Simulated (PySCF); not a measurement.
**C₃H₁₀GeOSi: a tour of settings**

Which settings matter for C₃H₁₀GeOSi (`C=[CH][GeH2][O][SiH2]C`)?

Computed with PySCF 2.14.0, with density-fitted response routines of our own, on a single molecule, in the gas phase or a continuum. Atoms are numbered from 0 throughout.

## Step 1: The starting structure

16 atoms, charge 0, multiplicity 1; geometry from: GFN2-xTB.

Bonds of the start (Å): C0–C1 1.32, C1–Ge2 1.95, Ge2–O3 1.75, O3–Si4 1.63, Si4–C5 1.90, C0–H6 1.08, C0–H7 1.08, C1–H8 1.08, Ge2–H9 1.51, Ge2–H10 1.51, Si4–H11 1.46, Si4–H12 1.47, C5–H13 1.09, C5–H14 1.09, C5–H15 1.09.

## Step 2: Shielding tensors: PBE0/pcSseg-1

The job: settings as JSON, then the geometry in Å.

```
{"job": {"kind": "nmr", "xc": "PBE0", "basis": "pcSseg-1"}, "charge": 0, "multiplicity": 1}
C      2.433453    -0.878763    -0.682790
C      1.841179    -0.092754     0.201249
Ge     0.946575     1.584935    -0.253054
O     -0.739770     1.461248     0.182129
Si    -2.079662     0.540552     0.177111
C     -1.658885    -1.278155     0.525156
H      2.485097    -0.611067    -1.727004
H      2.899067    -1.814193    -0.409330
H      1.807083    -0.391746     1.242482
H      0.986645     1.882400    -1.734212
H      1.372884     2.778248     0.562460
H     -2.877776     1.133065     1.250999
H     -2.714368     0.663123    -1.139936
H     -0.964836    -1.671145    -0.215011
H     -1.195535    -1.397271     1.501606
H     -2.548750    -1.899532     0.506733
```

Method: GIAO PBE0/pcSseg-1 NMR shielding, non-relativistic, gas phase.

The run is started by

```console
$ OMP_NUM_THREADS=1 python probes_run.py task.json out
```

This one command runs all jobs of the session in turn.

The program printed:

```text
coarse grid: 59272 points
cycle   1  E = -2561.0384343693  dE = -2.200e-01  |g| = 1.209e+00  |ddm| = 3.650e+00
cycle   2  E = -2560.7290450301  dE =  3.094e-01  |g| = 1.729e+00  |ddm| = 1.968e+00
cycle   3  E = -2561.2018568010  dE = -4.728e-01  |g| = 3.136e-01  |ddm| = 1.533e+00
cycle   4  E = -2561.2190047658  dE = -1.715e-02  |g| = 7.516e-02  |ddm| = 2.566e-01
cycle   5  E = -2561.2198272259  dE = -8.225e-04  |g| = 9.382e-03  |ddm| = 5.821e-02
cycle   6  E = -2561.2198460164  dE = -1.879e-05  |g| = 2.182e-03  |ddm| = 1.179e-02
cycle   7  E = -2561.2198470630  dE = -1.047e-06  |g| = 3.250e-04  |ddm| = 2.507e-03
final grid: 123520 points
cycle   8  E = -2561.2198804241  dE = -1.745e-08  |g| = 4.784e-04  |ddm| = 1.404e-03
cycle   9  E = -2561.2198803211  dE =  1.030e-07  |g| = 8.006e-04  |ddm| = 9.783e-04
cycle  10  E = -2561.2198804807  dE = -1.596e-07  |g| = 5.974e-05  |ddm| = 6.014e-04
cycle  11  E = -2561.2198804815  dE = -7.776e-10  |g| = 8.257e-06  |ddm| = 5.344e-05
converged SCF energy = -2561.2198804815

GIAO shielding tensors (ppm)
atom      isotropic    diamagn.    paramagn.     s11        s22        s33       span
  0 C       44.679     254.766    -210.087    -79.438     49.194    164.281    243.719
  1 C       40.783     261.895    -221.112    -77.315     29.447    170.217    247.533
  2 Ge    1363.483    2755.457   -1391.974   1288.434   1322.283   1479.732    191.298
  3 O      316.244     404.608     -88.363    225.759    324.461    398.514    172.756
  4 Si     366.776     880.652    -513.876    313.147    360.377    426.803    113.656
  5 C      185.154     257.146     -71.992    173.173    187.881    194.409     21.236
  6 H       25.487      31.725      -6.239     21.417     24.712     30.331      8.914
  7 H       25.161      29.878      -4.717     21.814     24.603     29.065      7.252
  8 H       24.896      33.888      -8.993     21.983     25.063     27.641      5.658
  9 H       26.457      29.445      -2.988     20.193     22.115     37.062     16.868
 10 H       26.316      28.207      -1.891     19.467     21.793     37.687     18.220
 11 H       26.422      29.119      -2.697     22.361     24.876     32.030      9.669
 12 H       26.443      29.725      -3.282     22.619     24.990     31.720      9.101
 13 H       31.261      35.418      -4.157     26.716     30.395     36.673      9.957
 14 H       31.402      33.797      -2.394     27.669     29.711     36.827      9.157
 15 H       31.960      29.943       2.016     27.912     28.050     39.917     12.005
```

Wall time 33 s (1 thread of Arm Neoverse V1, shared host); peak memory 0.83 GiB.

Shifts follow as δ = σ(reference) − σ, with reference shieldings (ppm) from runs at the same level and on the same kind of geometry: 1H TMS 31.72, 13C TMS 186.9, 29Si TMS 349.2, 17O H2O 336.1, 73Ge GeMe4 1331. The references are single molecules in the gas phase, so shifts against H2O, NH3, PH3, H3PO4 or CFCl3 are not on the usual liquid scales and can be off by tens of ppm. Atoms listed in one row are averaged.

```
        atoms                               environment  σ (ppm)  δ (ppm)
           C1                                 alkene CH     40.8    146.1
           C0                      terminal =CH2 carbon     44.7    142.2
           C5                methyl carbon bonded to Si    185.2      1.8
           H8                  hydrogen on an alkene CH    24.90     6.82
           H7        hydrogen on a terminal =CH2 carbon    25.16     6.56
           H6        hydrogen on a terminal =CH2 carbon    25.49     6.23
      H9, H10    hydrogen on a germanium bonded to C, O    26.39     5.33
     H11, H12      hydrogen on a silicon bonded to C, O    26.43     5.28
H13, H14, H15  hydrogen on a methyl carbon bonded to Si    31.54     0.18
          Ge2             germanium bonded to C, O, 2 H     1363      -33
           O3                   oxygen bonded to Ge, Si    316.2     19.8
          Si4               silicon bonded to C, O, 2 H    366.8    -17.6
```

Charges from the same density, by scheme (e):

```
atoms  Mulliken    IAO  Hirshfeld  ESP fit
   C0     -0.12  -0.27      -0.08    -0.33
   C1     -0.52  -0.40      -0.13    -0.30
  Ge2      0.82   0.88       0.43     0.56
   O3     -0.84  -0.86      -0.33    -0.55
  Si4      0.87   1.02       0.39     0.84
   C5     -0.66  -0.74      -0.22    -0.58
```

Mayer bond orders: C0–C1 1.95, C1–Ge2 0.88, Ge2–O3 0.75, O3–Si4 0.97, Si4–C5 0.93.

Orbitals, density, ELF and potential are computed afterwards from the orbital file.

Frontier orbitals at PBE0/pcSseg-1, with the share of their density that lies nearest to each atom:

```
orbital  energy (eV)                                                 lies on
   HOMO        -8.00               O3 35 %; C1, C5 about 13 % each; H12 10 %
   LUMO        -0.64  C0, C1 about 27 % each; Ge2 8 %; H6, H7 about 8 % each
```

ELF in a plane through or near 7 of the atoms.

Ten even steps from ' ' (0.00) to '@' (1.00):
```
                                                        
                                                        
                                                        
                    ....                                
                  ::----..    ..::..                    
                ..----::::..--****++..    ....          
                ::..==##==..##%%%%##::..==**++--..      
                ::..++##++::%%==####....**@@%%++::      
            ....--++......--######--****::%%%%++::      
        ..----==++**%%##==....::--..==++  ==--..        
      ..::==**##%%##****==      ++%%@@%%++..            
        ..==++..--%%%%##--    ==**++--##++::            
        ::**%%##++**##**..  ==%%%%--****@@%%++          
        ++@@@@@@@@==::::    ++%%%%****@@@@@@@@::        
        ==@@@@@@@@::        ..==--::--%%@@@@##          
          --####--                    ..--::            
                                                        
                                                        
                                                        
                                                        
```
The map spans 11.3 Å across and 10.5 Å up, centred on the molecule. Atoms in the plane (x, y in Å): C0 (-2.5, -0.9), Ge2 (-1.0, 1.6), O3 (0.7, 1.5), Si4 (2.1, 0.6), C5 (1.8, -1.2), H7 (-2.9, -1.9), H15 (2.6, -1.8).

log10 of the density (e/Å³) in the same plane.

Values, 10 rows by 14 columns:
```
-4.0 -4.0 -4.0 -4.0 -4.0 -4.0 -4.0 -4.0 -4.0 -4.0 -4.0 -4.0 -4.0 -4.0
-4.0 -4.0 -4.0 -3.6 -2.8 -2.5 -2.6 -3.1 -3.8 -4.0 -4.0 -4.0 -4.0 -4.0
-4.0 -4.0 -3.9 -2.7 -1.7 -1.1 -1.3 -1.6 -1.7 -2.3 -2.8 -3.0 -3.5 -4.0
-4.0 -4.0 -3.5 -2.3 -1.0  0.8  0.8  0.1  0.3 -0.8 -1.0 -1.5 -2.4 -3.5
-4.0 -3.6 -2.5 -1.7 -0.8 -0.1 -0.1 -0.1  0.1  1.1 -0.2 -0.9 -2.1 -3.3
-4.0 -2.8 -1.7 -0.5  0.2 -0.1 -0.9 -1.5 -0.6 -0.1 -0.6 -1.7 -2.6 -3.7
-4.0 -2.7 -1.5 -0.1  0.2 -0.7 -1.5 -1.1  0.1  2.0 -0.1 -1.5 -2.8 -4.0
-4.0 -3.2 -2.0 -0.8 -1.0 -2.0 -2.5 -1.8 -1.1 -0.9 -0.8 -1.7 -3.1 -4.0
-4.0 -4.0 -3.6 -3.0 -3.1 -3.7 -4.0 -3.4 -2.8 -2.7 -2.8 -3.5 -4.0 -4.0
-4.0 -4.0 -4.0 -4.0 -4.0 -4.0 -4.0 -4.0 -4.0 -4.0 -4.0 -4.0 -4.0 -4.0
```
The map spans 11.3 Å across and 10.5 Å up, centred on the molecule. Atoms in the plane (x, y in Å): C0 (-2.5, -0.9), Ge2 (-1.0, 1.6), O3 (0.7, 1.5), Si4 (2.1, 0.6), C5 (1.8, -1.2), H7 (-2.9, -1.9), H15 (2.6, -1.8).

On the surface of density 0.002 e/bohr³ the electrostatic potential runs, from the 1st to the 99th percentile, from -1.14 V near O3 to 1.08 V near H10.

## Step 3: Ultraviolet spectrum: PBE0/def2-SVPD

The job, as its differences from that of step 2:

```diff
@@ -1,2 +1,2 @@
-{"job": {"kind": "nmr", "xc": "PBE0", "basis": "pcSseg-1"}, "charge": 0, "multiplicity": 1}
+{"job": {"kind": "uv", "xc": "PBE0", "basis": "def2-SVPD", "nstates": 6, "ntriplets": 2}, "charge": 0, "multiplicity": 1}
 C      2.433453    -0.878763    -0.682790
```

With the program's defaults for keys left out, this is: TDDFT PBE0/def2-SVPD, vertical, gas phase, core orbitals frozen in the response.

The program printed:

```text
coarse grid: 59272 points
cycle   1  E = -2560.8383334027  dE = -1.938e-01  |g| = 8.943e-01  |ddm| = 5.522e+00
cycle   2  E = -2560.5454581803  dE =  2.929e-01  |g| = 1.506e+00  |ddm| = 3.031e+00
cycle   3  E = -2560.9782014380  dE = -4.327e-01  |g| = 1.993e-01  |ddm| = 2.074e+00
cycle   4  E = -2560.9862142530  dE = -8.013e-03  |g| = 4.775e-02  |ddm| = 3.639e-01
cycle   5  E = -2560.9866746308  dE = -4.604e-04  |g| = 5.749e-03  |ddm| = 7.671e-02
cycle   6  E = -2560.9866846742  dE = -1.004e-05  |g| = 1.085e-03  |ddm| = 1.541e-02
cycle   7  E = -2560.9866850055  dE = -3.313e-07  |g| = 2.530e-04  |ddm| = 2.430e-03
final grid: 123520 points
cycle   8  E = -2560.9866916587  dE = -1.259e-07  |g| = 2.814e-04  |ddm| = 1.201e-02
cycle   9  E = -2560.9866916470  dE =  1.163e-08  |g| = 3.737e-04  |ddm| = 1.081e-03
cycle  10  E = -2560.9866916729  dE = -2.591e-08  |g| = 5.972e-05  |ddm| = 4.557e-04
cycle  11  E = -2560.9866916737  dE = -7.440e-10  |g| = 9.687e-06  |ddm| = 9.239e-05
converged SCF energy = -2560.9866916737

Static polarisability (au): isotropic 93.541, principal 81.951 91.893 106.779

Singlet excitations
state   eV       nm        f      main configurations
  1   6.0437    205.1   0.00468   H->L 0.78, H-3->L 0.09
  2   6.3126    196.4   0.00361   H-1->L 0.90
  3   6.9065    179.5   0.06834   H-3->L 0.54, H-2->L 0.18, H->L 0.12
  4   7.1641    173.1   0.15321   H-2->L 0.57, H-3->L 0.20, H-2->L+2 0.09
  5   7.3116    169.6   0.00571   H->L+1 0.47, H->L+2 0.30, H-3->L 0.09
  6   7.3941    167.7   0.01308   H-1->L+1 0.52, H-1->L+2 0.33

Triplet excitations (Tamm-Dancoff, eV): 4.3446 5.6285
```

Wall time 44 s (1 thread of Arm Neoverse V1, shared host); peak memory 0.94 GiB.

The orbitals next to the gap, with their largest atomic shares:

```
orbital     eV                        atoms
 HOMO−3  -9.03   C1 19 %, C5 15 %, Ge2 13 %
 HOMO−2  -8.37    C1 37 %, C0 35 %, Ge2 7 %
 HOMO−1  -8.12  O3 39 %, Si4 16 %, H11 13 %
   HOMO  -8.00   O3 33 %, C5 15 %, Si4 12 %
   LUMO  -0.72   C0 34 %, C1 29 %, Ge2 12 %
 LUMO+1   0.52   Ge2 28 %, Si4 17 %, C0 6 %
 LUMO+2   0.57   Ge2 17 %, C0 13 %, C1 12 %
```

With each of the 6 states as a Gaussian band of 0.4 eV half-width at 1/e, the curve within the window shown has maxima at 174 nm (ε 8,700) L/(mol cm). Beyond the last state computed it falls off for lack of states. The curve at chosen wavelengths:

nm, ε (L/mol/cm) and a bar:
```
      161       1524 #####
      164       3219 ###########
      166       4671 ################
      169       6869 ########################
      172       8384 #############################
      174       8727 ##############################
      177       8190 ############################
      179       7287 #########################
      182       5542 ###################
      185       3804 #############
      187       2824 ##########
      190       1724 ######
      193       1039 ###
      195        761 ###
      198        521 ##
      201        401 #
      203        351 #
      206        293 #
      209        240 #
      211        205 #
      214        154 
      216        124 
      219         85 
      222         55 
      224         40 
      227         24
```

Leading natural transition orbitals of singlet state 4: the hole lies on C0, C1 about 27 % each; the particle on C0, C1 about 17 % each; Ge2 12 %; H10 10 %.

Leading natural transition orbitals of singlet state 1: the hole lies on O3 31 %; C1 18 %; C5 9 %; the particle on C0, C1 about 26 % each; H6, H7 about 8 % each; Ge2 8 %.

Further results of this job:

```
           property  computed
  dipole moment (D)      2.02
polarisability (Å³)     13.86
 HOMO–LUMO gap (eV)      7.28
      −ε(HOMO) (eV)      8.00
```

## Step 4: Indirect couplings: revPBE/6-311G**

The job, as its differences from that of step 3:

```diff
@@ -1,2 +1,2 @@
-{"job": {"kind": "uv", "xc": "PBE0", "basis": "def2-SVPD", "nstates": 6, "ntriplets": 2}, "charge": 0, "multiplicity": 1}
+{"job": {"kind": "j", "xc": "revPBE", "basis": "6-311G**", "grid": 1}, "charge": 0, "multiplicity": 1}
 C      2.433453    -0.878763    -0.682790
```

Method: revPBE/6-311G** indirect spin-spin coupling, non-relativistic, gas phase.

The program printed:

```text
final grid: 59272 points
cycle   1  E = -2561.5052218753  dE = -1.414e+00  |g| = 2.177e+00  |ddm| = 3.148e+00
cycle   2  E = -2560.1653040695  dE =  1.340e+00  |g| = 3.091e+00  |ddm| = 3.586e+00
cycle   3  E = -2561.5642275501  dE = -1.399e+00  |g| = 1.149e+00  |ddm| = 3.521e+00
cycle   4  E = -2561.7895510233  dE = -2.253e-01  |g| = 4.181e-01  |ddm| = 9.321e-01
cycle   5  E = -2561.8115392039  dE = -2.199e-02  |g| = 1.329e-01  |ddm| = 3.390e-01
cycle   6  E = -2561.8139887519  dE = -2.450e-03  |g| = 6.598e-02  |ddm| = 1.311e-01
cycle   7  E = -2561.8150982931  dE = -1.110e-03  |g| = 1.704e-02  |ddm| = 4.968e-02
cycle   8  E = -2561.8151675049  dE = -6.921e-05  |g| = 3.985e-03  |ddm| = 1.503e-02
cycle   9  E = -2561.8151709191  dE = -3.414e-06  |g| = 1.121e-03  |ddm| = 3.712e-03
cycle  10  E = -2561.8151711667  dE = -2.476e-07  |g| = 2.016e-04  |ddm| = 8.286e-04
cycle  11  E = -2561.8151711748  dE = -8.123e-09  |g| = 7.696e-05  |ddm| = 2.536e-04
cycle  12  E = -2561.8151711766  dE = -1.773e-09  |g| = 2.008e-05  |ddm| = 9.099e-05
cycle  13  E = -2561.8151711767  dE = -9.823e-11  |g| = 5.099e-06  |ddm| = 2.204e-05
converged SCF energy = -2561.8151711767

Indirect spin-spin couplings (Hz)
  i      j    bonds     total        FC       PSO       DSO        SD
  0 C    1 C    1     65.295    74.143    -9.065     0.217         -
  0 C    3 O    3     -0.397    -0.423    -0.021     0.047         -
  0 C    6 H    1    139.184   138.121     0.312     0.751         -
  0 C    7 H    1    141.295   140.338     0.289     0.668         -
  0 C    8 H    2     -3.141    -1.360    -1.407    -0.375         -
  0 C    9 H    3      0.588     0.700    -0.086    -0.026         -
  0 C   10 H    3      4.353     4.771     0.229    -0.647         -
  0 C   13 H    6      0.246     0.096    -0.128     0.278         -
  1 C    3 O    2      0.522     0.238     0.254     0.030         -
  1 C    4 Si   3      0.188     0.162     0.007     0.010     0.009
  1 C    5 C    4     -0.164    -0.188    -0.035     0.059         -
  1 C    6 H    2     -0.393     1.217    -1.335    -0.274         -
  1 C    7 H    2     -1.142     0.530    -1.299    -0.372         -
  1 C    8 H    1    136.833   135.553     0.074     1.206         -
  1 C    9 H    2     11.940    12.611    -0.030    -0.641         -
  1 C   10 H    2     11.915    12.558     0.048    -0.692         -
  1 C   13 H    5      0.449     0.192    -0.165     0.421         -
  1 C   14 H    5      0.286     0.093    -0.111     0.304         -
  3 O    4 Si   1    -27.888   -22.274    -5.923     0.096     0.213
  3 O    5 C    2      0.153    -0.083     0.246    -0.010         -
  3 O    6 H    4      0.337     0.184    -0.022     0.175         -
  3 O    8 H    3      0.119     0.100     0.002     0.018         -
  3 O    9 H    2     -4.258    -4.491    -0.060     0.294         -
  3 O   10 H    2    -12.917   -13.059    -0.037     0.179         -
  3 O   11 H    2    -13.507   -13.515     0.058    -0.050         -
  3 O   12 H    2     -5.648    -5.720     0.058     0.014         -
  3 O   13 H    3     -0.025     0.012     0.031    -0.068         -
  3 O   14 H    3     -0.076    -0.013     0.006    -0.070         -
  3 O   15 H    3     -2.452    -2.641     0.008     0.181         -
  4 Si   5 C    1    -37.977   -38.823     2.082    -0.096    -1.140
  4 Si   9 H    3      0.327     0.215    -0.084     0.217    -0.021
  4 Si  10 H    3     -5.864    -5.985    -0.232     0.414    -0.062
  4 Si  11 H    1   -189.928  -190.448     1.005    -0.380    -0.106
  4 Si  12 H    1   -177.932  -178.447     0.996    -0.386    -0.095
  4 Si  13 H    2      5.882     5.735     0.253     0.033    -0.140
  4 Si  14 H    2      6.080     5.896     0.273     0.046    -0.134
  4 Si  15 H    2      1.140     1.146     0.136     0.067    -0.208
  5 C    8 H    5      0.303     0.191    -0.083     0.194         -
  5 C   10 H    4     -0.308    -0.046     0.155    -0.417         -
  5 C   11 H    2      8.697     8.954    -0.032    -0.224         -
  5 C   12 H    2      9.746     9.989    -0.055    -0.188         -
  5 C   13 H    1    110.984   108.595     1.625     0.764         -
  5 C   14 H    1    110.386   107.970     1.671     0.744         -
  5 C   15 H    1    107.820   105.379     1.746     0.694         -
  6 H    7 H    2      0.767     0.755     3.164    -3.152         -
  6 H    8 H    3     16.280    16.973     2.220    -2.912         -
  6 H    9 H    4      1.034     0.147    -0.929     1.816         -
  6 H   10 H    4     -1.098     0.476     0.810    -2.383         -
  6 H   11 H    6     -0.507    -0.020     0.554    -1.042         -
  6 H   13 H    7      0.199    -0.040    -0.344     0.583         -
  7 H    8 H    3     11.289    11.413     0.165    -0.289         -
  7 H    9 H    4     -0.553    -0.180     0.924    -1.297         -
  7 H   10 H    4      1.647     2.571     0.993    -1.917         -
  7 H   11 H    6     -0.309     0.024     0.527    -0.860         -
  7 H   12 H    6     -0.223     0.001     0.436    -0.659         -
  7 H   13 H    7      0.190    -0.038    -0.365     0.593         -
  8 H    9 H    3      4.862     7.115     1.587    -3.840         -
  8 H   10 H    3     -1.386    -0.741     0.385    -1.030         -
  8 H   11 H    5     -0.228    -0.004     0.212    -0.436         -
  8 H   12 H    5     -0.478     0.002     0.577    -1.057         -
  8 H   13 H    6      0.449     0.047    -0.511     0.912         -
  8 H   14 H    6      0.612     0.037    -1.116     1.691         -
  9 H   10 H    2     16.380    19.929     1.282    -4.831         -
  9 H   11 H    4     -0.515     0.410     0.778    -1.703         -
  9 H   12 H    4      0.361     0.164    -0.151     0.348         -
  9 H   13 H    5     -0.293    -0.008    -0.043    -0.243         -
  9 H   14 H    5     -0.859     0.014     0.639    -1.512         -
  9 H   15 H    5     -0.420     0.049     0.631    -1.099         -
 10 H   11 H    4     -0.607    -0.219     0.389    -0.777         -
 10 H   12 H    4     -0.958     0.133     0.781    -1.872         -
 10 H   13 H    5     -1.288    -0.007     0.689    -1.970         -
 10 H   14 H    5     -0.713    -0.009     0.376    -1.081         -
 10 H   15 H    5     -0.790    -0.007     0.812    -1.594         -
 11 H   12 H    2     13.285    14.440     0.895    -2.050         -
 11 H   13 H    3      6.996     7.863     1.360    -2.227         -
 11 H   14 H    3      0.750     0.829     0.149    -0.228         -
 11 H   15 H    3     -0.872    -0.657     0.377    -0.592         -
 12 H   13 H    3      0.224     0.291     0.170    -0.237         -
 12 H   14 H    3      6.691     7.537     1.374    -2.220         -
 12 H   15 H    3     -0.518    -0.416     0.239    -0.341         -
 13 H   14 H    2    -12.515   -12.873     2.403    -2.044         -
 13 H   15 H    2    -13.299   -13.571     2.543    -2.270         -
 14 H   15 H    2    -13.185   -13.439     2.572    -2.318         -
```

It took 35 s on 1 thread of Arm Neoverse V1, shared host; peak memory 0.78 GiB.

The basis is not made for couplings: without tight functions at the nuclei these values are rough.

Couplings of 1 Hz or more, nine at most for each number of bonds, with means over like pairs (isotopes 13C, 1H, 17O, 29Si):

```
   pair  bonds  J (Hz)  Fermi contact (Hz)  dihedral (°)
Si4–H11      1  -183.9              -184.4             –
  C0–H7      1   141.3               140.3             –
  C0–H6      1   139.2               138.1             –
  C1–H8      1   136.8               135.6             –
 C5–H13      1   109.7               107.3             –
  C0–C1      1    65.3                74.1             –
 Si4–C5      1   -38.0               -38.8             –
 O3–Si4      1   -27.9               -22.3             –
 H9–H10      2    16.4                19.9             –
H11–H12      2    13.3                14.4             –
H13–H14      2   -13.0               -13.3             –
  C1–H9      2    11.9                12.6             –
 O3–H11      2    -9.6                -9.6             –
 C5–H11      2     9.2                 9.5             –
  O3–H9      2    -8.6                -8.8             –
Si4–H13      2     4.4                 4.3             –
  C0–H8      2    -3.1                -1.4             –
  H6–H8      3    16.3                17.0          -180
  H7–H8      3    11.3                11.4            -1
 Si4–H9      3    -2.8                -2.9             –
  C0–H9      3     2.5                 2.7             –
H11–H13      3     2.2                 2.6             –
  H8–H9      3     1.7                 3.2             –
```

The spin-dipole term was solved for some atoms only; pairs without it lack that part.

The response was solved for the nuclei of C, H, Si alone, so couplings that need other nuclei can be missing.

Quadrupole couplings from the field gradients of the same density:

```
atom  isotope  eQq/h (MHz)     η
 Ge2     73Ge        -64.4  0.29
  O3      17O       -7.374  0.20
```

Joined with the shifts from before (PBE0/pcSseg-1, unscaled), the couplings predict the line list below for 500 MHz.

1H NMR δ 6.82 (ddt, J = 16.3, 11.3, 1.7 Hz, 1H), 6.56 (d, J = 11.3 Hz, 1H), 6.23 (d, J = 16.3 Hz, 1H), 5.33 (d, J = 1.7 Hz, 2H), 5.28 (q, J = 2.2 Hz, 2H), 0.18 (t, J = 2.2 Hz, 3H). The letters are first-order; like nuclei with unlike couplings give more lines.

(Part 1 of 2 ends here.)
